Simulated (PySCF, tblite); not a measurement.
**C9H9N3: geometry, infrared bands and NMR shifts**

Wanted: the infrared bands and NMR shifts of C9H9N3 (`Cn1cc(-c2ccccc2)nn1`), by calculation.

Computed with tblite 0.8.0 and PySCF 2.14.0, with density-fitted response routines of our own, on a single molecule in the gas phase. Atoms count from 0, in the outputs and in this text.

### 1 The molecule as given

21 atoms, charge 0, multiplicity 1; geometry from: force field or distance geometry start.

Bonds of the start (Å): C0–N1 1.46, N1–C2 1.34, C2–C3 1.40, C3–C4 1.45, C4–C5 1.40, C5–C6 1.38, C6–C7 1.39, C7–C8 1.38, C8–C9 1.38, C3–N10 1.36, N10–N11 1.34, N11–N1 1.34, C9–C4 1.38, C0–H12 1.10, C0–H13 1.11, C0–H14 1.13, C2–H15 1.08, C5–H16 1.10, C6–H17 1.08, C7–H18 1.09, C8–H19 1.10, C9–H20 1.08.

### 2 Optimising the geometry with GFN2-xTB

Job settings and geometry (Å):

```
{"job": {"kind": "relax", "xc": "GFN2-xTB", "basis": "xTB"}, "charge": 0, "multiplicity": 1}
C      4.071900    -0.082900     0.079200
N      2.696500    -0.346600     0.487700
C      1.645100     0.152800    -0.171800
C      0.518200    -0.312100     0.510800
C     -0.890700    -0.080600     0.234900
C     -1.288200     0.704500    -0.851800
C     -2.622700     0.932400    -1.123800
C     -3.566600     0.353400    -0.281300
C     -3.220400    -0.438000     0.792800
C     -1.874200    -0.633500     1.029600
N      0.954100    -1.074200     1.549500
N      2.290400    -1.084100     1.524400
H      4.731100    -0.555900     0.823900
H      4.291900    -0.416500    -0.953400
H      4.290700     1.027800     0.145500
H      1.642900     0.792200    -1.044300
H     -0.529500     1.165500    -1.503000
H     -2.952900     1.537100    -1.961600
H     -4.632000     0.505100    -0.460500
H     -3.972600    -0.888800     1.453000
H     -1.592100    -1.240500     1.874300
```

Started as:

```bash
$ OMP_NUM_THREADS=1 python probes_run.py task.json out
```

One launch serves the whole session: the jobs run in the order shown.

**Question.** This job is followed by: GFN2-xTB harmonic vibrations, gas phase; GIAO PBE0/pcSseg-1 NMR shielding, non-relativistic, gas phase. Predict these results of the whole session: strongest single infrared mode (GFN2-xTB); zero-point energy (GFN2-xTB); 13C shifts against TMS (PBE0/pcSseg-1, means over atoms taken as alike); 1H shifts against TMS (PBE0/pcSseg-1, means over atoms taken as alike); 15N shifts against NH3 (PBE0/pcSseg-1).

**Answer**, as computed:

| quantity | value |
| --- | --- |
| strongest single infrared mode (GFN2-xTB) | 3085 cm⁻¹, 88 km/mol |
| zero-point energy (GFN2-xTB) | 102.2 kcal/mol |
| 13C shifts against TMS (PBE0/pcSseg-1, means over atoms taken as alike) | 154.3, 136.1, 134.2, 133.4, 130.5, 124.9, 36.4 ppm |
| 1H shifts against TMS (PBE0/pcSseg-1, means over atoms taken as alike) | 8.49, 7.90, 7.72, 7.54, 4.27 ppm |
| 15N shifts against NH3 (PBE0/pcSseg-1) | 405.9, 377.9, 259.8 ppm |

In words: The optimisation took 42 steps and gained 0.300 eV; among the close pairs (by a distance rule), N10–N11 changed most, from 1.337 to 1.274 Å. All 57 modes are real, so the xTB geometry is a minimum. The strongest single mode, at 3085 cm⁻¹, is spread over several atoms, H16, H19, H18 among them. GFN2-xTB is a fitted tight-binding method: band positions and strengths are rough. Its intensities can rank the bands wrongly. At PBE0/pcSseg-1: Shielding is most anisotropic at N10 (span 524 ppm, paramagnetic term -435 ppm). NICS(1)zz of -28 ppm above the planar ring from N1 marks a diatropic (aromatic) ring current. NICS(1)zz of -26 ppm above the planar ring from C4 marks a diatropic (aromatic) ring current.
